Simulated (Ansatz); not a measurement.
**C₂H₂BF₂N: how energies converge with the basis set**

How large a basis does C₂H₂BF₂N need? Two functionals are run in growing sets.

The runs use Ansatz 0.2.0, Gaussian basis; one geometry, several basis sets.

The runs, in order: PBE0-D4/def2-SVP; ωB97M-V/def2-SVP; PBE0-D4/def2-QZVPP; ωB97M-V/def2-QZVPP; the functionals' def2-TZVPP values are taken from earlier runs.

**1. The geometry**

The geometry comes from an earlier relaxation with PBE0-D4 in a triple-zeta def2 set; it is a stationary point, not always the lowest conformer.

SMILES `FBC1(F)C=N1`, 8 atoms, charge 0, spin multiplicity 1.

Atoms are counted from 1 here; the program's logs count them from 0.

Bond lengths: F1–B2 1.315 Å, B2–C3 1.550 Å, B2–H7 1.196 Å, C3–F4 1.366 Å, C3–C5 1.443 Å, C3–N6 1.515 Å, C5–N6 1.246 Å, C5–H8 1.082 Å. Angles: F1–B2–C3 119.8°, F1–B2–H7 119.4°, C3–B2–H7 120.8°, B2–C3–F4 116.7°, B2–C3–C5 124.6°, B2–C3–N6 118.9°, F4–C3–C5 115.6°, F4–C3–N6 113.4°, C5–C3–N6 49.8°, C3–C5–N6 68.1°, C3–C5–H8 150.9°, N6–C5–H8 140.6°, C3–N6–C5 62.1°.

**2. PBE0-D4 in def2-SVP**

in.yaml

```yaml
crystal:
  periodic: [false, false, false]
  atoms:
    - {symbol: F, position_ang: [1.428399, -1.812820, -0.678061]}
    - {symbol: B, position_ang: [1.029460, -0.796839, 0.055983]}
    - {symbol: C, position_ang: [-0.175543, 0.061438, -0.405154]}
    - {symbol: F, position_ang: [-0.714862, -0.240508, -1.623095]}
    - {symbol: C, position_ang: [-1.020717, 0.830001, 0.476971]}
    - {symbol: N, position_ang: [-0.177493, 1.545206, -0.098229]}
    - {symbol: H, position_ang: [1.598196, -0.553054, 1.079506]}
    - {symbol: H, position_ang: [-1.875339, 0.909377, 1.136080]}
basis:
  gaussian: {orbitals: def2-SVP}
hamiltonian: {xc: pbe0, dispersion: d4}
output: {orbitals: {seedname: orbitals}}
```

The run is started by

```sh
> ansatz run in.yaml --threads 2 --pin off --events-out ev --progress --plain --max-ram 4352MiB
```

The runs that follow: ωB97M-V in def2-SVP; PBE0-D4 in def2-QZVPP; ωB97M-V in def2-QZVPP.

Q: Predict the results of all the runs planned. Wanted: PBE0-D4: double and triple zeta above quadruple; ωB97M-V: double and triple zeta above quadruple.

**Answer**, as computed:

| quantity | value |
| --- | --- |
| PBE0-D4: double and triple zeta above quadruple | 11.90, 0.51 eV |
| ωB97M-V: double and triple zeta above quadruple | 12.16, 0.48 eV |

What this shows: For PBE0-D4 the step from double to triple zeta gains 11.39 eV and the next only 0.51 eV. These are total energies; as a rule much of such shifts cancels in differences, which this series doesn't test.
